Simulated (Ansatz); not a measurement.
# CH₆AlNSi: a ladder of functionals and wavefunction methods

One table from this session's results is given with a row withheld; the runs are named, their logs left out.

Method: functionals in def2-TZVPP, the program's frozen cores in correlated methods; program: Ansatz 0.2.0, Gaussian basis.

Plan: LDA (SPW92), PBE-D4, revPBE-D4, BLYP-D4, r2SCAN-D4, B97M-V, PBE0-D4, B3LYP-D4, r2SCANh-D4, r2SCAN0-D4, HSE06-D4, BHLYP-D4, CAM-B3LYP-D4, LC-ωPBE, ωB97X-V, ωB97M-V, B2PLYP, PBE-QIDH; CCSD(T)/def2-SVP; CCSD(T)/def2-TZVPP; MP2/def2-QZVPP; extrapolation to the limit; RPA on PBE.

**The geometry**

The geometry comes from an earlier relaxation with PBE0-D4 in a triple-zeta def2 set; it is a stationary point, not always the lowest conformer.

10 atoms, charge 0, spin multiplicity 1.

Atoms are counted from 1 here; the program's logs count them from 0.

Bond lengths: Al1–N2 1.750 Å, Al1–H5 1.579 Å, Al1–H6 1.579 Å, N2–C3 1.249 Å, C3–Si4 1.903 Å, C3–H7 1.107 Å, Si4–H8 1.488 Å, Si4–H9 1.488 Å, Si4–H10 1.483 Å. Angles: N2–Al1–H5 116.9°, N2–Al1–H6 116.9°, H5–Al1–H6 126.1°, Al1–N2–C3 177.0°, N2–C3–Si4 123.0°, N2–C3–H7 119.8°, Si4–C3–H7 117.2°, C3–Si4–H8 109.4°, C3–Si4–H9 109.4°, C3–Si4–H10 108.7°, H8–Si4–H9 108.0°, H8–Si4–H10 110.6°, H9–Si4–H10 110.6°.

Set-up of the first run:

Input file in.yaml:

```yaml
crystal:
  periodic: [false, false, false]
  atoms:
    - {symbol: Al, position_ang: [-0.801121, 2.183465, -0.771802]}
    - {symbol: N, position_ang: [-0.589944, 0.458631, -0.561592]}
    - {symbol: C, position_ang: [-0.390935, -0.758916, -0.367941]}
    - {symbol: Si, position_ang: [0.911583, -1.414691, 0.854879]}
    - {symbol: H, position_ang: [0.069193, 2.879539, -1.890826]}
    - {symbol: H, position_ang: [-1.855451, 2.894711, 0.164531]}
    - {symbol: H, position_ang: [-0.988007, -1.509202, -0.921944]}
    - {symbol: H, position_ang: [0.242906, -2.252899, 1.887020]}
    - {symbol: H, position_ang: [1.886527, -2.271511, 0.126633]}
    - {symbol: H, position_ang: [1.598249, -0.260426, 1.483942]}
basis:
  gaussian: {orbitals: def2-TZVPP}
hamiltonian: {xc: lda}
output: {orbitals: {seedname: orbitals}}
```

Command:

```sh
$ ansatz run in.yaml --threads 2 --pin off --events-out ev --progress --plain --max-ram 4352MiB
```

Among the steps run: LDA; PBE-D4 (GGA); revPBE-D4 (GGA); BLYP-D4 (GGA); r2SCAN-D4 (meta-GGA); B97M-V (meta-GGA); B3LYP-D4 (hybrid); r2SCANh-D4 (hybrid); r2SCAN0-D4 (hybrid); HSE06-D4 (hybrid); BHLYP-D4 (hybrid); CAM-B3LYP-D4 (range-separated); LC-ωPBE (range-separated); ωB97X-V (range-separated); ωB97M-V (range-separated); B2PLYP (double hybrid); PBE-QIDH (double hybrid).

One of the session's tables, all rows but one given; the rest of the session is left out.

It belongs to the step «Frontier levels by functional». 

| functional | HOMO (eV) | gap (eV) |
| --- | --- | --- |
| LDA (SPW92) | -5.45 | 2.74 |
| PBE-D4 | ? | ? |
| revPBE-D4 | -5.25 | 2.85 |
| BLYP-D4 | -5.19 | 2.87 |
| r2SCAN-D4 | -5.48 | 3.18 |
| B97M-V | -5.64 | 3.37 |
| PBE0-D4 | -6.45 | 5.07 |
| B3LYP-D4 | -6.26 | 4.67 |
| r2SCANh-D4 | -5.92 | 4.03 |
| r2SCAN0-D4 | -6.59 | 5.30 |
| HSE06-D4 | -6.06 | 4.28 |
| BHLYP-D4 | -7.55 | 7.42 |
| CAM-B3LYP-D4 | -7.77 | 7.63 |
| LC-ωPBE | -9.06 | 10.10 |
| ωB97X-V | -8.74 | 9.69 |
| ωB97M-V | -8.66 | 9.46 |

Estimate the missing values for PBE-D4.

**Answer.** HOMO (eV): -5.31; gap (eV): 2.82. In the column «HOMO (eV)» it lies between LDA (SPW92) (-5.45) and revPBE-D4 (-5.25).
